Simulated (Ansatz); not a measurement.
Predict the output of the script below (the Python package of Ansatz (0.2.0)).

Script `bde.py`:
```python
"""X-H bond energies and deprotonation of Al2H5NSe without relaxation."""

from dataclasses import dataclass

import ansatz as az
from ase import Atoms


@dataclass(frozen=True)
class RunConfig:
    basis: str = "cc-pVDZ"
    xc: str = "b3lyp"


cfg = RunConfig()


def total_energy(molecule, charge=0, unpaired=0):
    calc = molecule.calculation().basis(gaussian=cfg.basis).functional(cfg.xc)
    if charge:
        calc = calc.charge(charge)
    if unpaired:
        calc = calc.spin("collinear", total=unpaired)
    return calc.run(threads=1).report["free_energy_ev"]

def without(molecule, index):
    rest = az.Crystal.molecule()
    for i, site in enumerate(molecule.cartesian_sites):
        if i != index:
            rest = rest.atom(site.symbol, site.position_ang)
    return rest

atoms = Atoms(["N", "Al", "Al", "Se", "H", "H", "H", "H", "H"], positions=[
    [-0.0277, 1.6814, -1.0055],
    [-0.3388, 0.1398, 0.0183],
    [1.3625, -1.6403, -0.0006],
    [-2.2578, -0.1136, 1.3226],
    [-0.9383, 2.2953, -0.9253],
    [-0.0345, 1.4433, -2.0185],
    [2.749, -1.4612, -0.8533],
    [1.2163, -2.9482, 0.8735],
    [-1.6421, 0.5572, 2.5718],
])
al2h5nse = az.Crystal.molecule_from_ase(atoms)

whole = total_energy(al2h5nse, 0)
hydrogen = total_energy(az.Crystal.molecule().atom("H", (0, 0, 0)), 0, 1)
print(f"E(molecule) = {whole:.5f} eV, E(H) = {hydrogen:.5f} eV")
for index in [5, 7, 8]:
    radical = total_energy(without(al2h5nse, index), 0, 1)
    print(f"H{index}: homolysis {96.485332 * (radical + hydrogen - whole):.1f} kJ/mol")
    anion = total_energy(without(al2h5nse, index), -1)
    print(f"H{index}: loss of a proton {96.485332 * (anion - whole):.1f} kJ/mol")
```

```console
$ python bde.py
E(molecule) = -80117.11571 eV, E(H) = -13.63992 eV
H5: homolysis 476.6 kJ/mol
H5: loss of a proton 1571.0 kJ/mol
H7: homolysis 344.4 kJ/mol
H7: loss of a proton 1598.6 kJ/mol
H8: homolysis 303.4 kJ/mol
H8: loss of a proton 1378.2 kJ/mol
```

Caveats:
- Total energies depend on the basis set; only differences at equal settings carry meaning.
- The geometry is a force-field or estimated start, not a minimum of this method, and the basis set is short of its limit. All parts are taken at fixed geometry, without zero-point energy.
- b3lyp holds the VWN-RPA fit, as in Gaussian; the form of ORCA and Turbomole is b3lyp5.
- The spin-orbit lowering of heavy atoms is left out.
- Anions want diffuse functions, which this basis lacks.
- Wall time of the script: 82 s on 1 thread of Arm Neoverse V1, with other jobs on the host, peak memory 0.41 GiB.

(Lines on the test bed's own set-up are left out of the output.)
